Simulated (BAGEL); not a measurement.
# SiHClF2 (SMILES F[SiH](F)Cl): a chain of runs

We compute a single-point energy (HF/6-31G*), then a single-point energy (NEVPT2(2,2)/6-31G*), then the energy (CASPT2(2,2)/6-31G*) of SiHClF2. 

The calculation is run with BAGEL 1.2.2.

3 further runs of the same task are left out: 1 that didn't finish, 2 set aside as unsound or not needed.

**1. The system as given**

The species is SiHClF2 (5 atoms), meant as a singlet with charge 0. As SMILES, `F[SiH](F)Cl`. The Si2–F3 distance was set to 4.415 Å, away from the relaxed value. At this shape a bond of the SMILES string is far longer than usual.

Bond lengths: F1–Si2 1.577 Å, Si2–Cl4 2.018 Å, Si2–H5 1.465 Å. Angles: F1–Si2–Cl4 109.0°, F1–Si2–H5 109.8°, Cl4–Si2–H5 111.5°.

**2. A single-point energy at HF/6-31G(d) (density fitting with svp-jkfit, spherical functions) (run 1)**

File job.json:

```json
{ "bagel" : [

{
  "title" : "molecule",
  "basis" : "6-31gs.json",
  "df_basis" : "svp-jkfit",
  "geometry" : [
    { "atom" : "F", "xyz" : [ -0.20159031, -6.50450913,  2.27983552 ] },
    { "atom" : "Si", "xyz" : [  0.62138541, -5.33061126, -0.33233291 ] },
    { "atom" : "F", "xyz" : [ -0.06330583,  2.96082289,  0.29574214 ] },
    { "atom" : "Cl", "xyz" : [ -1.74719731, -6.56989365, -3.05221572 ] },
    { "atom" : "H", "xyz" : [  3.24564808, -6.01620390, -0.88413293 ] }
  ]
},
{ "title" : "hf", "charge" : 0 },
{ "title" : "print", "file" : "orbitals.molden", "orbitals" : "true" }

]}
```

The basis set 6-31G* is read from a file made from the Basis Set Exchange's data (not shown).

The run is started by

```sh
$ BAGEL_NUM_THREADS=1 BAGEL job.json > job.out
```

Log:

```text
* using 1 threads per process

  ===============================================================
  ===============================================================

  *** Geometry ***

  { "atom" : "F", "xyz" : [     -0.201590,     -6.504509,      2.279836 ] },
  { "atom" : "Si", "xyz" : [      0.621385,     -5.330611,     -0.332333 ] },
  { "atom" : "F", "xyz" : [     -0.063306,      2.960823,      0.295742 ] },
  { "atom" : "Cl", "xyz" : [     -1.747197,     -6.569894,     -3.052216 ] },
  { "atom" : "H", "xyz" : [      3.245648,     -6.016204,     -0.884133 ] },

  Number of auxiliary basis functions:      428

  Since a DF basis is specified, we compute 2- and 3-index integrals:
    o Being stored without compression. Storage requirement is 0.015 GB

  Number of basis functions:       66
  Number of electrons      :       50

    * METHOD: MOLECULE                             0.14

  *** RHF ***

  === Nuclear Repulsion ===
   181.6797112326

      * DIIS with orbital gradients will be used.

  === RHF iteration (6-31gs.json) ===
      0       -947.30876857          0.02717599           0.04
      1       -941.90740574          0.06025556           0.04
      2       -947.51948019          0.01537557           0.04
      3       -947.61566763          0.00638500           0.04
      4       -947.64128173          0.00146554           0.04
      5       -947.65197991          0.00135813           0.04
      6       -947.65812163          0.00121563           0.04
      7       -947.66048374          0.00095197           0.04
      8       -947.66062590          0.00070601           0.04
      9       -947.66104003          0.00042103           0.04
[... 15 lines of this table left out ...]
     25       -947.66119989          0.00000002           0.04
     26       -947.66119989          0.00000002           0.04
     27       -947.66119989          0.00000001           0.04
     28       -947.66119989          0.00000000           0.04
    * SCF iteration converged.

    * Permanent dipole moment:
           (   -0.776846,     4.677851,     0.714462) a.u.

    * METHOD: HF                                   1.24

    * METHOD: PRINT                                0.01

  ===============================================================
```

It took 1.6 s on 1 thread of AMD EPYC 9B14 (Zen 4), shared host; peak memory 0.15 GiB.

**3. The energy at NEVPT2(2,2)/6-31G(d) (density fitting with svp-jkfit, spherical functions) (run 2)**

File calc.json:

```json
{ "bagel": [

{
  "title": "molecule",
  "basis": "6-31gs.json",
  "df_basis": "svp-jkfit",
  "geometry": [
    { "atom": "F", "xyz": [ -0.20159031, -6.50450913,  2.27983552 ] },
    { "atom": "Si", "xyz": [  0.62138541, -5.33061126, -0.33233291 ] },
    { "atom": "F", "xyz": [ -0.06330583,  2.96082289,  0.29574214 ] },
    { "atom": "Cl", "xyz": [ -1.74719731, -6.56989365, -3.05221572 ] },
    { "atom": "H", "xyz": [  3.24564808, -6.01620390, -0.88413293 ] }
  ]
},
{
  "title": "hf",
  "charge": 0
},
{
  "title": "casscf",
  "nstate": 1,
  "nact": 2,
  "nclosed": 24,
  "charge": 0,
  "active": [25, 26],
  "maxiter": 200,
  "natocc": true
},
{
  "title": "nevpt2",
  "nstate": 1,
  "nact": 2,
  "nclosed": 24,
  "charge": 0,
  "active": [25, 26],
  "maxiter": 200,
  "natocc": true,
  "ncore": 12
},
{
  "title": "print",
  "file": "orbitals.molden",
  "orbitals": true
}

]}
```

The basis set 6-31G* is read from a file made from the Basis Set Exchange's data (not shown).

The run is started by

```sh
$ BAGEL_NUM_THREADS=1 BAGEL calc.json > calc.out
```

Log:

```text
* using 1 threads per process

  ===============================================================
  ===============================================================

  *** Geometry ***

  { "atom" : "F", "xyz" : [     -0.201590,     -6.504509,      2.279836 ] },
  { "atom" : "Si", "xyz" : [      0.621385,     -5.330611,     -0.332333 ] },
  { "atom" : "F", "xyz" : [     -0.063306,      2.960823,      0.295742 ] },
  { "atom" : "Cl", "xyz" : [     -1.747197,     -6.569894,     -3.052216 ] },
  { "atom" : "H", "xyz" : [      3.245648,     -6.016204,     -0.884133 ] },

  Number of auxiliary basis functions:      428

  Since a DF basis is specified, we compute 2- and 3-index integrals:
    o Being stored without compression. Storage requirement is 0.015 GB

[... 18 lines left out ...]
    * SCF iteration converged.
[... 1 line left out ...]
    * Permanent dipole moment:
[... 27 lines left out ...]
    * Second-order optimization converged. *
[... 1 line left out ...]
     guess   0:   closed 1.                   open ..

  === FCI iteration ===

      0  0      -947.56624844     1.55e-01      0.00
      1  0      -947.80007342     5.84e-02      0.00
      2  0 *    -947.83912066     4.04e-16      0.00

     * ci vector, state   0, <S^2> = 0.0000
       2.     0.7125954255
       .2    -0.7015751988

    * METHOD: CASSCF                              26.43

    * freezing 12 orbitals

  === DF-NEVPT2 calculation ===

    * 3-index integral transformation done
    * assembly done

      NEVPT2 correlation energy:   -0.4873625852      0.06

          (+0)     -0.4139850899
          (+0)'    -0.0092783579
          (+1)     -0.0184671864
          (+1)'    -0.0000000000
          (+2)     -0.0000005552
          (-1)     -0.0456253690
          (-1)'     0.0000000000
          (-2)     -0.0000060269

      NEVPT2 total energy:       -948.3264832420

    * METHOD: NEVPT2                               0.13

    * METHOD: PRINT                                0.01

  ===============================================================
```

Wall time 28 s (1 thread of AMD EPYC 9B14 (Zen 4), shared host); peak memory 0.15 GiB.

**4. The energy at CASPT2(2,2)/6-31G(d) (density fitting with svp-jkfit, spherical functions) (run 3)**

File job.json:

```json
{ "bagel" : [

{
  "title" : "molecule",
  "basis" : "6-31gs.json",
  "df_basis" : "svp-jkfit",
  "angstrom" : false,
  "geometry" : [
    { "atom" : "F", "xyz" : [    -0.20159031,    -6.50450913,     2.27983552 ] },
    { "atom" : "Si", "xyz" : [     0.62138541,    -5.33061126,    -0.33233291 ] },
    { "atom" : "F", "xyz" : [    -0.06330583,     2.96082289,     0.29574214 ] },
    { "atom" : "Cl", "xyz" : [    -1.74719731,    -6.56989365,    -3.05221572 ] },
    { "atom" : "H", "xyz" : [     3.24564808,    -6.01620390,    -0.88413293 ] }
  ]
},

{ "title" : "hf" },

{ "title" : "casscf", "nstate" : 1, "nact" : 2, "nclosed" : 24, "active" : [25, 26], "maxiter" : 200, "natocc" : true },

{ "title" : "print", "file" : "orbitals.molden", "orbitals" : true },

{ "title" : "smith", "method" : "caspt2", "ms" : true, "xms" : true, "sssr" : true, "shift" : 0.2, "shift_imag" : true, "ncore" : 12 }

]}
```

The basis set 6-31G* is read from a file made from the Basis Set Exchange's data (not shown).

The run is started by

```sh
$ BAGEL_NUM_THREADS=1 BAGEL job.json > job.out
```

Log:

```text
* using 1 threads per process

  ===============================================================
  ===============================================================

  *** Geometry ***

  { "atom" : "F", "xyz" : [     -0.201590,     -6.504509,      2.279836 ] },
  { "atom" : "Si", "xyz" : [      0.621385,     -5.330611,     -0.332333 ] },
  { "atom" : "F", "xyz" : [     -0.063306,      2.960823,      0.295742 ] },
  { "atom" : "Cl", "xyz" : [     -1.747197,     -6.569894,     -3.052216 ] },
  { "atom" : "H", "xyz" : [      3.245648,     -6.016204,     -0.884133 ] },

  Number of auxiliary basis functions:      428

  Since a DF basis is specified, we compute 2- and 3-index integrals:
    o Being stored without compression. Storage requirement is 0.015 GB

[... 18 lines left out ...]
    * SCF iteration converged.
[... 1 line left out ...]
    * Permanent dipole moment:
[... 27 lines left out ...]
    * Second-order optimization converged. *
[... 9 lines left out ...]
     * ci vector, state   0, <S^2> = 0.0000
[... 16 lines left out ...]
    * Zeroth order energy : state  0       -0.5018588164
[... 4 lines left out ...]
       #      aibj      arbs      arbi      airj      risj      airs      arst      rist         Etot      error   time
[... 2 lines left out ...]
       0  -0.41267  -0.00001  -0.05024  -0.02051  -0.00000  -0.00914   0.00000   0.00000   -0.4925645  0.0005881   0.04
       1  -0.41268  -0.00001  -0.05028  -0.02052  -0.00000  -0.00918  -0.00000   0.00000   -0.4926609  0.0000490   0.03
       2  -0.41268  -0.00001  -0.05028  -0.02052  -0.00000  -0.00918  -0.00000  -0.00000   -0.4926617  0.0000051   0.03
       3  -0.41268  -0.00001  -0.05028  -0.02052  -0.00000  -0.00918  -0.00000  -0.00000   -0.4926617  0.0000006   0.03

      ------------------------------------------------------------------------------------------------------------------

    * CASPT2 energy : state  0     -948.3337116768
        w/o shift correction       -948.3317823894
        reference weight              0.8766091466

    * METHOD: SMITH                                0.27

  ===============================================================
```

Wall time 29 s (1 thread of AMD EPYC 9B14 (Zen 4), shared host); peak memory 0.15 GiB.

**5. What came out**

| quantity | value |
| --- | --- |
| run 1, HF/6-31G*: total energy | -947.66120 Eh |
| run 1, HF/6-31G*: dipole moment | 12.19 D |
| run 1, HF/6-31G*: HOMO energy | -8.05 eV |
| run 1, HF/6-31G*: LUMO energy | -3.76 eV |
| run 1, HF/6-31G*: HOMO–LUMO gap | 4.29 eV |
| run 2, NEVPT2(2,2)/6-31G*: total energy | -948.32648 Eh |
| run 3, CASPT2(2,2)/6-31G*: total energy | -948.33371 Eh |

In words: One bond (run 1, HF/6-31G*) is far stretched, which a spin-restricted single reference describes badly; a broken-symmetry solution may lie lower.
